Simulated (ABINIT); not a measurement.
A calculation with ABINIT 10.8.3 (patched build) of TaAs (native input, structure from a POSCAR):

Contents of run.abi:

```
# Pseudopotentials
pp_dirpath "./"
pseudos "Ta.GGA_PBE-JTH.xml, As.GGA_PBE-JTH.xml"

# Structure
structure "poscar:POSCAR"
natom 4

# Plane-wave basis
ecut 517.016339 eV
pawecutdg 38.0

# k points
kptopt 1
ngkpt 11 11 11
nshiftk 1
shiftk 0.0 0.0 0.0

# Exchange and correlation
ixc 11

# Bands and occupations
nband 34
occopt 3
tsmear 0.05 eV

# SCF cycle
nstep 100
tolvrs 1.0e-9

# Output
iomode 3
prtwf 0
prtden 0
prteig 0
prtebands 0
```

POSCAR

```
TaAs
1.0
   -1.7218133622      1.7218133622      5.8679415361
    1.7218133622     -1.7218133622      5.8679415361
    1.7218133622      1.7218133622     -5.8679415361
Ta As
2 2
Direct
    0.4999673000      0.4999673000      0.0000000000  Ta
    0.2499673000      0.7499673000      0.5000000000  Ta
    0.0826321200      0.0826321200      0.0000000000  As
    0.8326321200      0.3326321200      0.5000000000  As
```

Potentials or basis: JTH PAW PBE v2.0.

Launch:

```bash
$ abinit run.abi > log 2>&1
```

The cell is a database's computed one.

**Question.** Write the same calculation in another form: ASE script, structure from a P1 CIF.

**Answer.** As run:

Contents of run.py:

```python
import json, os
import numpy as np
from ase.units import GPa
from ase.calculators.abinit import Abinit, AbinitProfile
from ase.io import read

atoms = read('TaAs.cif')

profile = AbinitProfile(command='abinit', pp_paths=[os.path.abspath('pseudos')])
params = dict(
    pps='pawxml', xc='PBE',
    ecut=517.0163,
    pawecutdg=1034.0327,
    kptopt=1,
    ngkpt=[11, 11, 11],
    nshiftk=1,
    shiftk=[0.0, 0.0, 0.0],
    ixc=11,
    nband=34,
    occopt=3,
    tsmear=0.05,
    nstep=100,
    tolvrs=1e-09,
    prtwf=0,
    prtden=0,
)

atoms.calc = Abinit(profile=profile, directory='run', **params)
energy = atoms.get_potential_energy()
forces = atoms.get_forces()
stress = atoms.get_stress()
print(f'energy {energy:.6f} eV')
print('forces (eV/A)')
print(np.round(forces, 5))
print('stress (GPa, Voigt, tension positive)', np.round(stress / GPa, 4))
json.dump(dict(energy=energy, forces=forces.tolist(), stress=stress.tolist(), cell=atoms.cell.tolist(), frac=atoms.get_scaled_positions(wrap=False).tolist()), open('results.json', 'w'))
```

The input TaAs.cif:

```cif
data_TaAs
_cell_length_a 6.35311108
_cell_length_b 6.35311108
_cell_length_c 6.35311108
_cell_angle_alpha 148.55018386
_cell_angle_beta 148.55018386
_cell_angle_gamma 45.07383593
_space_group_name_H-M_alt 'P1'
_space_group_name_Hall 'P 1'
_space_group_IT_number 1
loop_
_space_group_symop_operation_xyz
'x,y,z'
loop_
_atom_site_label
_atom_site_type_symbol
_atom_site_symmetry_multiplicity
_atom_site_Wyckoff_symbol
_atom_site_fract_x
_atom_site_fract_y
_atom_site_fract_z
_atom_site_occupancy
Ta1 Ta 1 a 0.4999673000 0.4999673000 0.0000000000 1
Ta2 Ta 1 a 0.2499673000 0.7499673000 0.5000000000 1
As1 As 1 a 0.0826321200 0.0826321200 0.0000000000 1
As2 As 1 a 0.8326321200 0.3326321200 0.5000000000 1
```

Potentials or basis: JTH PAW PBE v2.0.

The run is started by

```bash
$ python run.py
```

Both were run:

|  | native input, structure from a POSCAR | ASE script, structure from a P1 CIF |
| --- | --- | --- |
| Pressure | 2.1 GPa | 2.1 GPa |
| Largest force | 0.026 eV/Å | 0.026 eV/Å |
| Band gap on the k mesh | none (metal or under the smearing width) | none (metal or under the smearing width) |
| Valence electrons inside the program's atomic spheres | Ta 10.56; As 12.82 | Ta 10.56; As 12.82 |

Keys that steer only the numerical path or the files written may differ.
